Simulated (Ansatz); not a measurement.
**SbH₄− (quintet): wave-function methods side by side, def2-SVPD**

Aim: climb from Hartree-Fock through coupled cluster and multireference methods for SbH₄− (quintet) at one geometry and basis, and see what each rung misses.

The runs use Ansatz 0.2.0, Gaussian basis; def2-SVPD, core rule «outside noble gas», up to 9 orbitals frozen.

Plan: UHF; CCSD(T) on ROHF; CCSD(T) on UHF; BCCD(T) on ROHF; CISD; CCSDT(Q) on ROHF; CCSDT(Q) on UHF; CASSCF and MRCISD+Q, 10 electrons in 8 orbitals; CASSCF and MRCISD+Q(relaxed), 10 electrons in 8 orbitals; CASSCF and NEVPT2, 10 electrons in 8 orbitals.

24 further runs of the same task are left out: 9 that didn't finish, 15 set aside as unsound or not needed.

## 1. The geometry

The geometry is a PBE0/def2-TZVPD stationary point (not a proven minimum) of the parent state, kept for this charge and spin. No spin-orbit coupling is included. Elements past krypton take def2 core potentials.

5 atoms, charge -1, spin multiplicity 5.

Atoms are counted from 1 here; the program's logs count them from 0.

Bond lengths: Sb1–H2 1.873 Å, Sb1–H3 1.873 Å, Sb1–H4 1.873 Å, Sb1–H5 1.873 Å. Angles: H2–Sb1–H3 93.2°, H2–Sb1–H4 93.2°, H2–Sb1–H5 152.7°, H3–Sb1–H4 152.7°, H3–Sb1–H5 93.2°, H4–Sb1–H5 93.2°.

## 2. UHF

in.yaml reads:

```yaml
crystal:
  periodic: [false, false, false]
  atoms:
    - {symbol: Sb, position_ang: [0.000000, 0.000000, 0.000000]}
    - {symbol: H, position_ang: [0.355943, 1.293855, 1.306929]}
    - {symbol: H, position_ang: [-0.534985, -1.277587, 1.261103]}
    - {symbol: H, position_ang: [-0.346643, 1.280398, -1.322588]}
    - {symbol: H, position_ang: [0.525685, -1.296666, -1.245444]}
basis:
  gaussian: {orbitals: def2-SVPD}
total_charge: -1
magnetization: {spin_polarized: true, initial_magnetization: 4}
hamiltonian: {xc: hf}
output: {orbitals: {seedname: orbitals}}
```

Run with:

```bash
ansatz run in.yaml --threads 1 --pin off --events-out ev --progress --plain --max-ram 2393MiB
```

The runs that follow: CCSD(T) on ROHF; CCSD(T) on UHF; BCCD(T) on ROHF; CISD; CCSDT(Q) on ROHF; CCSDT(Q) on UHF; CASSCF and MRCISD+Q, 10 electrons in 8 orbitals; CASSCF and MRCISD+Q(relaxed), 10 electrons in 8 orbitals; CASSCF and NEVPT2, 10 electrons in 8 orbitals.

Q: Predict the results of all the runs planned. Wanted: UCCSDT(Q) below the RHF energy; RMP2 from UCCSDT(Q); UMP2 from UCCSDT(Q); RCCSD from UCCSDT(Q); RCCSD(T) from UCCSDT(Q); UCCSD(T) from UCCSDT(Q); RCCSDT(Q) from UCCSDT(Q); NEVPT2 valence from UCCSDT(Q); MRCISD+Q valence from UCCSDT(Q).

As calculated:

```
                                quantity                      value
          UCCSDT(Q) below the RHF energy                 -5.3311 eV
                     RMP2 from UCCSDT(Q)                +1063.7 meV
                     UMP2 from UCCSDT(Q)                +1280.1 meV
                    RCCSD from UCCSDT(Q)                 +263.8 meV
                 RCCSD(T) from UCCSDT(Q)                  +58.9 meV
                 UCCSD(T) from UCCSDT(Q)                  +60.0 meV
                RCCSDT(Q) from UCCSDT(Q)                   +4.0 meV
           NEVPT2 valence from UCCSDT(Q)                +1294.9 meV
         MRCISD+Q valence from UCCSDT(Q)                 +153.6 meV
MRCISD+Q(relaxed) valence from UCCSDT(Q)                  +61.8 meV
       levels within 1 kcal/mol (43 meV)  RCCSDT, UCCSDT, RCCSDT(Q)
                           T1 diagnostic                      0.032
          effectively unpaired electrons                       4.03
```

In words: RCCSD(T) misses by +58.9 meV, 1.1 % of the correlation energy. One determinant dominates. Of the multireference levels listed MRCISD+Q(relaxed) valence comes nearest in total energy (+61.8 meV), which doesn't show that its space is the better one. Coupled cluster took another determinant than the lowest Hartree-Fock one. These misses are within one basis, not against nature; the frozen cores of restricted and unrestricted runs differ, which can shift their rows. The highest orbital lies above zero: the basis alone holds the extra electron.
